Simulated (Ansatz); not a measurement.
# Br− with SF6: structure and interaction energy

One table from this session's results is given with a row withheld; the runs are named, their logs left out.

Program: Ansatz 0.2.0, Gaussian basis. Level of theory: PBE0-D4 structure, single points in def2-TZVPPD. These are calculated values, not measurements.

Levels: PBE-D4, revPBE-D4, BLYP-D4, r2SCAN-D4, B97M-V, PBE0-D4, B3LYP-D4, HSE06-D4, wB97X-V, wB97M-V, B2PLYP, Hartree-Fock, MP2, CCSD, CCSD(T). The reference is CCSD(T) extrapolated to the basis limit. For elements past Ar these valence bases correlate outer-core shells poorly and lack relativity, so that limit is rough.

Cores are frozen in the correlated methods. Filled d shells of the heavier atoms are correlated. B3LYP uses VWN-RPA correlation. B2PLYP carries no dispersion term here.

37 further runs of the same task are left out: 37 set aside as unsound or not needed.

### Where the work starts

The pair, from a GFN2-xTB docking trial: 8 atoms, charge -1, spin multiplicity 1.

Atoms are counted from 1 here; the program's logs count them from 0.

Bond lengths: F2–S3 1.732 Å, S3–F4 1.737 Å, S3–F5 1.725 Å, S3–F6 1.736 Å, S3–F7 1.731 Å, S3–F8 1.736 Å. Angles: F2–S3–F4 89.5°, F2–S3–F5 90.5°, F2–S3–F6 179.0°, F2–S3–F7 90.2°, F2–S3–F8 89.7°, F4–S3–F5 179.8°, F4–S3–F6 89.6°, F4–S3–F7 89.5°, F4–S3–F8 89.3°, F5–S3–F6 90.4°, F5–S3–F7 90.8°, F5–S3–F8 90.5°, F6–S3–F7 90.3°, F6–S3–F8 89.8°, F7–S3–F8 178.8°.

As a file:

```xyz
8
charge -1, multiplicity 1
Br   -0.0848   -0.0495   -4.1160
F    -0.5741   -1.6018    0.3265
S     0.0106    0.0095    0.5768
F    -0.2877   -0.1638    2.2787
F     0.3123    0.1779   -1.1128
F     0.6054    1.6167    0.8568
F    -1.5938    0.6285    0.3753
F     1.6120   -0.6176    0.8148
```

Atoms 1 to 1 are fragment A (Br−), the rest fragment B (SF6).

Set-up of the first run:

File pre/in.yaml:

```yaml
crystal:
  periodic: [false, false, false]
  atoms:
    - {symbol: Br, position_ang: [-0.084800, -0.049500, -4.116000]}
    - {symbol: F, position_ang: [-0.574100, -1.601800, 0.326500]}
    - {symbol: S, position_ang: [0.010600, 0.009500, 0.576800]}
    - {symbol: F, position_ang: [-0.287700, -0.163800, 2.278700]}
    - {symbol: F, position_ang: [0.312300, 0.177900, -1.112800]}
    - {symbol: F, position_ang: [0.605400, 1.616700, 0.856800]}
    - {symbol: F, position_ang: [-1.593800, 0.628500, 0.375300]}
    - {symbol: F, position_ang: [1.612000, -0.617600, 0.814800]}
basis:
  gaussian: {orbitals: def2-SVPD}
total_charge: -1
hamiltonian: {xc: pbe, dispersion: d4}
relax: {f_tol: 0.03, max_steps: 250}
```

Started as:

```sh
> ansatz run in.yaml --threads 2 --pin off --events-out ev --progress --plain --max-ram 22528MiB --backend cpu
```

Steps of the session up to this table: A first relaxation in a small basis; Relaxation at PBE0-D4; wB97X-V/def2-TZVPPD; wB97M-V/def2-TZVPPD; B2PLYP/def2-TZVPPD; B97M-V/def2-TZVPPD; CCSD(T)/def2-TZVPPD; MP2/def2-QZVPPD; Hartree-Fock/STO-3G; SPW92/def2-SVP; wB97M-V/def2-SVP; CCSD(T)/def2-SVP.

One of the session's tables, all rows but one given; the rest of the session is left out.

| method | interaction (kJ/mol) |
| --- | --- |
| PBE-D4 | -19.84 |
| revPBE-D4 | -20.37 |
| BLYP-D4 | -20.41 |
| r2SCAN-D4 | -15.44 |
| B97M-V | -14.93 |
| PBE0-D4 | -14.76 |
| B3LYP-D4 | ? |
| HSE06-D4 | -14.94 |
| wB97X-V | -12.78 |
| wB97M-V | -13.07 |
| B2PLYP | -10.71 |
| Hartree-Fock | -5.02 |
| MP2 | -11.84 |
| CCSD | -10.60 |
| CCSD(T) | -11.69 |
| CCSD(T)/CBS | -12.75 |

**Question.** Estimate the row for B3LYP-D4.

**Answer.** interaction (kJ/mol): -15.72. In the column «interaction (kJ/mol)» it lies between PBE-D4 (-19.84) and r2SCAN-D4 (-15.44).
